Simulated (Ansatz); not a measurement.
**C₃H₄FI: a ladder of functionals and wavefunction methods**

How much do the methods differ for C₃H₄FI? The plan is to run it at one geometry with functionals of several rungs and with coupled cluster, and see how far each lands from CCSD(T) at the basis-set limit for the atomisation energy.

Program: Ansatz 0.2.0, Gaussian basis. Level of theory: functionals in def2-TZVPP, the program's frozen cores in correlated methods. These are calculated values, not measurements.

Levels to be run: LDA (SPW92), PBE-D4, revPBE-D4, BLYP-D4, r2SCAN-D4, B97M-V, PBE0-D4, B3LYP-D4, r2SCANh-D4, r2SCAN0-D4, HSE06-D4, BHLYP-D4, CAM-B3LYP-D4, LC-ωPBE, ωB97X-V, ωB97M-V, B2PLYP, PBE-QIDH; CCSD(T)/def2-SVP; CCSD(T)/def2-TZVPP; MP2/def2-QZVPP; extrapolation to the limit; RPA on PBE.

**1. The relaxed structure**

All runs share one geometry, relaxed beforehand with PBE0-D4 in a triple-zeta def2 set. I takes the def2 core potential; no spin-orbit term is included.

SMILES `FC1(I)CC1`, 9 atoms, charge 0, spin multiplicity 1.

Atoms are counted from 1 here; the program's logs count them from 0.

Bond lengths: F1–C2 1.354 Å, C2–I3 2.114 Å, C2–C4 1.478 Å, C2–C5 1.478 Å, C4–C5 1.519 Å, C4–H6 1.083 Å, C4–H7 1.081 Å, C5–H8 1.083 Å, C5–H9 1.081 Å. Angles: F1–C2–I3 111.2°, F1–C2–C4 117.1°, F1–C2–C5 117.0°, I3–C2–C4 120.9°, I3–C2–C5 120.9°, C4–C2–C5 61.8°, C2–C4–C5 59.1°, C2–C4–H6 115.8°, C2–C4–H7 118.9°, C5–C4–H6 117.4°, C5–C4–H7 118.6°, H6–C4–H7 115.5°, C2–C5–C4 59.1°, C2–C5–H8 115.8°, C2–C5–H9 118.9°, C4–C5–H8 117.4°, C4–C5–H9 118.6°, H8–C5–H9 115.5°.

**2. LDA**

This LDA is Slater exchange with PW92 correlation.

The input, in.yaml:

```yaml
crystal:
  periodic: [false, false, false]
  atoms:
    - {symbol: F, position_ang: [0.347539, -1.736969, -0.693404]}
    - {symbol: C, position_ang: [-0.197609, -0.510639, -0.513993]}
    - {symbol: I, position_ang: [-1.762817, -0.160921, -1.891971]}
    - {symbol: C, position_ang: [0.716229, 0.578679, -0.110030]}
    - {symbol: C, position_ang: [-0.281160, -0.008629, 0.873777]}
    - {symbol: H, position_ang: [1.756559, 0.300716, 0.009038]}
    - {symbol: H, position_ang: [0.540938, 1.575387, -0.491404]}
    - {symbol: H, position_ang: [0.104603, -0.672038, 1.638502]}
    - {symbol: H, position_ang: [-1.135683, 0.588112, 1.162385]}
basis:
  gaussian: {orbitals: def2-TZVPP}
hamiltonian: {xc: lda}
output: {orbitals: {seedname: orbitals}}
```

Run with:

```bash
$ ansatz run in.yaml --threads 4 --pin off --events-out ev --progress --plain --max-ram 10444MiB
```

Further steps of the session: PBE-D4 (GGA); revPBE-D4 (GGA); BLYP-D4 (GGA); r2SCAN-D4 (meta-GGA); B97M-V (meta-GGA); PBE0-D4 (hybrid); B3LYP-D4 (hybrid); r2SCANh-D4 (hybrid); r2SCAN0-D4 (hybrid); HSE06-D4 (hybrid); BHLYP-D4 (hybrid); CAM-B3LYP-D4 (range-separated); LC-ωPBE (range-separated); ωB97X-V (range-separated); ωB97M-V (range-separated); B2PLYP (double hybrid); PBE-QIDH (double hybrid); CCSD(T) in def2-SVP; CCSD(T) in def2-TZVPP; MP2 in def2-QZVPP; RPA on PBE orbitals.

**Question.** What will the summary of the whole plan be? Wanted: atomisation energy, CCSD(T)/CBS; farthest beyond LDA; mean size of error, GGA; mean size of error, meta-GGA; mean size of error, hybrid; mean size of error, range-separated; mean size of error, double hybrid; gap, smallest and largest; T1 diagnostic.

The runs gave:

```
                               quantity                                                                                                           value
        atomisation energy, CCSD(T)/CBS                                                                                                  814.6 kcal/mol
functionals within 8.1 kcal/mol (1.0 %)  revPBE-D4, BLYP-D4, r2SCAN-D4, B97M-V, B3LYP-D4, r2SCANh-D4, CAM-B3LYP-D4, LC-ωPBE, ωB97X-V, ωB97M-V, PBE-QIDH
                    farthest beyond LDA                                                                                       BHLYP-D4 (-32.6 kcal/mol)
                mean size of error, GGA                                                                                                   12.8 kcal/mol
           mean size of error, meta-GGA                                                                                                    3.4 kcal/mol
             mean size of error, hybrid                                                                                                   11.6 kcal/mol
    mean size of error, range-separated                                                                                                    1.9 kcal/mol
      mean size of error, double hybrid                                                                                                    5.8 kcal/mol
              gap, smallest and largest                                                                           4.15 eV (BLYP-D4), 11.16 eV (LC-ωPBE)
                          T1 diagnostic                                                                                                          0.0096
triples share of the correlation energy                                                                                                           3.3 %
```

**Reading.** The LDA atomisation energy is off by 143.4 kcal/mol (18 %): it overbinds. PBE-D4 misses by +30.9 kcal/mol. Double hybrids carry the basis error of their MP2 part in triple zeta, and no dispersion term here, so their miss is partly the set-up's. The rungs range-separated, meta-GGA, double hybrid miss on average by less than the doubt on the reference (8.1 kcal/mol), so they tie. Misses under about 8.1 kcal/mol are within the doubt on the reference itself, which lacks core-valence correlation, spin-orbit coupling and higher excitations, and its outer-core shells are covered unevenly. All levels share the lack of spin-orbit coupling, which lowers the free heavy atoms and so the true binding. Hartree-Fock recovers 71 % of the binding; the rest is correlation. CCSD(T) in def2-SVP is off by -39.6 kcal/mol, so the small basis spoils what the method gains. The gap grows from 4.1 to 11.2 eV across the functionals, mostly with the share of exact exchange. Correlated methods include outer-core shells of I, which these sets cover unevenly.
